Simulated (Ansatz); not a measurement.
# AlBH₈OSi₂: one species, many methods

Aim: compute AlBH₈OSi₂ with functionals from several rungs and with coupled cluster, and see how far each lands from CCSD(T) at the basis-set limit for the atomisation energy.

The runs use Ansatz 0.2.0, Gaussian basis; functionals in def2-TZVPP, the program's frozen cores in correlated methods.

Plan: LDA (SPW92), PBE-D4, revPBE-D4, BLYP-D4, r2SCAN-D4, B97M-V, PBE0-D4, B3LYP-D4, r2SCANh-D4, r2SCAN0-D4, HSE06-D4, BHLYP-D4, CAM-B3LYP-D4, LC-ωPBE, ωB97X-V, ωB97M-V, B2PLYP, PBE-QIDH; CCSD(T)/def2-SVP; CCSD(T)/def2-TZVPP; MP2/def2-QZVPP; extrapolation to the limit; RPA on PBE.

## Step 1: Structure used throughout

All runs share one geometry, relaxed beforehand with PBE0-D4 in a triple-zeta def2 set.

13 atoms, charge 0, spin multiplicity 1.

Atoms are counted from 1 here; the program's logs count them from 0.

Bond lengths: Al1–O2 1.689 Å, Al1–H6 1.575 Å, Al1–H7 1.575 Å, O2–B3 1.332 Å, B3–Si4 2.034 Å, B3–H8 1.207 Å, Si4–Si5 2.344 Å, Si4–H9 1.494 Å, Si4–H10 1.491 Å, Si5–H11 1.488 Å, Si5–H12 1.490 Å, Si5–H13 1.489 Å. Angles: O2–Al1–H6 116.8°, O2–Al1–H7 116.8°, H6–Al1–H7 126.5°, Al1–O2–B3 177.5°, O2–B3–Si4 120.3°, O2–B3–H8 118.9°, Si4–B3–H8 120.7°, B3–Si4–Si5 108.2°, B3–Si4–H9 112.1°, B3–Si4–H10 112.8°, Si5–Si4–H9 107.4°, Si5–Si4–H10 107.8°, H9–Si4–H10 108.3°, Si4–Si5–H11 111.9°, Si4–Si5–H12 109.9°, Si4–Si5–H13 110.5°, H11–Si5–H12 108.2°, H11–Si5–H13 108.3° and more.

## Step 2: LDA

This LDA is Slater exchange with PW92 correlation.

in.yaml reads:

```yaml
crystal:
  periodic: [false, false, false]
  atoms:
    - {symbol: Al, position_ang: [-2.072720, -0.179385, 2.404058]}
    - {symbol: O, position_ang: [-1.233107, -0.811888, 1.082041]}
    - {symbol: B, position_ang: [-0.525714, -1.276097, 0.052928]}
    - {symbol: Si, position_ang: [1.325800, -0.530512, -0.339751]}
    - {symbol: Si, position_ang: [1.093700, 1.256570, -1.839066]}
    - {symbol: H, position_ang: [-1.911446, -0.936936, 3.775822]}
    - {symbol: H, position_ang: [-2.943828, 1.106535, 2.141845]}
    - {symbol: H, position_ang: [-1.022087, -2.107534, -0.668429]}
    - {symbol: H, position_ang: [1.989743, 0.001628, 0.888471]}
    - {symbol: H, position_ang: [2.233464, -1.535810, -0.964028]}
    - {symbol: H, position_ang: [2.407767, 1.863664, -2.185792]}
    - {symbol: H, position_ang: [0.236535, 2.315122, -1.235802]}
    - {symbol: H, position_ang: [0.442393, 0.800044, -3.097498]}
basis:
  gaussian: {orbitals: def2-TZVPP}
hamiltonian: {xc: lda}
output: {orbitals: {seedname: orbitals}}
```

Further steps of the session: PBE-D4 (GGA); revPBE-D4 (GGA); BLYP-D4 (GGA); r2SCAN-D4 (meta-GGA); B97M-V (meta-GGA); PBE0-D4 (hybrid); B3LYP-D4 (hybrid); r2SCANh-D4 (hybrid); r2SCAN0-D4 (hybrid); HSE06-D4 (hybrid); BHLYP-D4 (hybrid); CAM-B3LYP-D4 (range-separated); LC-ωPBE (range-separated); ωB97X-V (range-separated); ωB97M-V (range-separated); B2PLYP (double hybrid); PBE-QIDH (double hybrid); CCSD(T) in def2-SVP; CCSD(T) in def2-TZVPP; MP2 in def2-QZVPP; RPA on PBE orbitals.

**Question.** What will the summary of the whole plan be? Wanted: atomisation energy, CCSD(T)/CBS; farthest beyond LDA; mean size of error, GGA; mean size of error, meta-GGA; mean size of error, hybrid; mean size of error, range-separated; mean size of error, double hybrid; gap, smallest and largest; T1 diagnostic.

**Answer**, as computed:

```
                               quantity                                      value
        atomisation energy, CCSD(T)/CBS                             988.3 kcal/mol
functionals within 4.9 kcal/mol (0.5 %)   r2SCAN-D4, B3LYP-D4, r2SCANh-D4, ωB97M-V
                    farthest beyond LDA                 revPBE-D4 (-22.5 kcal/mol)
                mean size of error, GGA                              12.3 kcal/mol
           mean size of error, meta-GGA                               8.1 kcal/mol
             mean size of error, hybrid                               7.5 kcal/mol
    mean size of error, range-separated                               5.8 kcal/mol
      mean size of error, double hybrid                              12.7 kcal/mol
              gap, smallest and largest  3.70 eV (LDA (SPW92)), 10.40 eV (LC-ωPBE)
                          T1 diagnostic                                     0.0150
triples share of the correlation energy                                      3.4 %
```

The LDA atomisation energy is off by 105.6 kcal/mol (11 %): it overbinds. PBE-D4 is off by -5.8 kcal/mol. Double hybrids carry the basis error of their MP2 part in triple zeta, and no dispersion term here, so their miss is partly the set-up's. Taken by rung, range-separated functionals do best (5.8 kcal/mol on average) and double hybrid ones worst beyond LDA (12.7 kcal/mol). The gap between the best rungs is small, so their order is not settled. The reference freezes the cores and leaves out relativity and excitations past (T), so misses under about 4.9 kcal/mol can't be ranked. Hartree-Fock recovers 77 % of the binding; the rest is correlation. CCSD(T) in def2-SVP is off by -56.9 kcal/mol, worse than the median functional, from the basis alone. The gap grows from 3.7 to 10.4 eV across the functionals, mostly with the share of exact exchange.
